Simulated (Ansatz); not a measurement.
**CH₈O₂Si₂: a ladder of functionals and wavefunction methods**

One table from this session's results is given with a row withheld; the runs are named, their logs left out.

The runs use Ansatz 0.2.0, Gaussian basis; functionals in def2-TZVPP, the program's frozen cores in correlated methods.

The runs, in order: PBE-D4, r2SCAN-D4, PBE0-D4, B3LYP-D4, ωB97X-V, ωB97M-V, B2PLYP; CCSD(T)/def2-TZVPP; MP2/def2-QZVPP; extrapolation to the limit.

**The geometry**

An earlier PBE0-D4 in a triple-zeta def2 set relaxation fixed the geometry.

SMILES `C[Si](O)(O)[SiH3]`, 13 atoms, charge 0, spin multiplicity 1.

Atoms are counted from 1 here; the program's logs count them from 0.

Bond lengths: C1–Si2 1.866 Å, C1–H6 1.093 Å, C1–H7 1.094 Å, C1–H8 1.094 Å, Si2–O3 1.643 Å, Si2–O4 1.655 Å, Si2–Si5 2.347 Å, O3–H9 0.959 Å, O4–H10 0.958 Å, Si5–H11 1.487 Å, Si5–H12 1.492 Å, Si5–H13 1.489 Å. Angles: Si2–C1–H6 110.5°, Si2–C1–H7 111.4°, Si2–C1–H8 111.0°, H6–C1–H7 107.7°, H6–C1–H8 108.0°, H7–C1–H8 108.1°, C1–Si2–O3 112.3°, C1–Si2–O4 109.3°, C1–Si2–Si5 111.8°, O3–Si2–O4 106.4°, O3–Si2–Si5 105.3°, O4–Si2–Si5 111.6°, Si2–O3–H9 117.2°, Si2–O4–H10 117.6°, Si2–Si5–H11 111.5°, Si2–Si5–H12 109.5°, Si2–Si5–H13 111.3°, H11–Si5–H12 108.2° and more.

Set-up of the first run:

File in.yaml:

```yaml
crystal:
  periodic: [false, false, false]
  atoms:
    - {symbol: C, position_ang: [-1.288623, -0.737944, -0.861999]}
    - {symbol: Si, position_ang: [0.374108, -0.060467, -0.354281]}
    - {symbol: O, position_ang: [1.561971, -1.191952, -0.440985]}
    - {symbol: O, position_ang: [0.808473, 1.154465, -1.390443]}
    - {symbol: Si, position_ang: [0.372609, 0.666946, 1.876931]}
    - {symbol: H, position_ang: [-1.565761, -1.585160, -0.229622]}
    - {symbol: H, position_ang: [-2.074182, 0.017547, -0.767395]}
    - {symbol: H, position_ang: [-1.270430, -1.081804, -1.900676]}
    - {symbol: H, position_ang: [1.902705, -1.404618, -1.312140]}
    - {symbol: H, position_ang: [0.110249, 1.705273, -1.746014]}
    - {symbol: H, position_ang: [1.698376, 1.213439, 2.271751]}
    - {symbol: H, position_ang: [-0.644612, 1.744536, 2.048101]}
    - {symbol: H, position_ang: [0.015108, -0.440262, 2.806781]}
basis:
  gaussian: {orbitals: def2-TZVPP}
hamiltonian: {xc: pbe, dispersion: d4}
output: {forces: true, orbitals: {seedname: orbitals}}
```

The run is started by

```console
$ ansatz run in.yaml --threads 2 --pin off --events-out ev --progress --plain --max-ram 32768MiB --backend cuda --devices 0, --max-vram 18GiB
```

Among the steps run: PBE-D4 (GGA); r2SCAN-D4 (meta-GGA); PBE0-D4 (hybrid); B3LYP-D4 (hybrid); ωB97X-V (range-separated); ωB97M-V (range-separated); B2PLYP (double hybrid); CCSD(T) in def2-TZVPP; MP2 in def2-QZVPP.

One of the session's tables, all rows but one given; the rest of the session is left out.

It belongs to the step «Atomisation energies». 

```
            method  atomisation energy (eV)
            PBE-D4                   48.750
         r2SCAN-D4                   48.586
           PBE0-D4                   48.103
          B3LYP-D4                   48.414
           ωB97X-V                        ?
           ωB97M-V                   48.635
            B2PLYP                   47.930
     HF/def2-TZVPP                   35.776
    MP2/def2-TZVPP                   47.928
   CCSD/def2-TZVPP                   46.817
CCSD(T)/def2-TZVPP                   47.400
           MP2/CBS                   49.271
       CCSD(T)/CBS                   48.744
```

Estimate the missing values for ωB97X-V.

The run gave: atomisation energy (eV): 48.737. In the column «atomisation energy (eV)» it lies between ωB97M-V (48.635) and CCSD(T)/CBS (48.744).
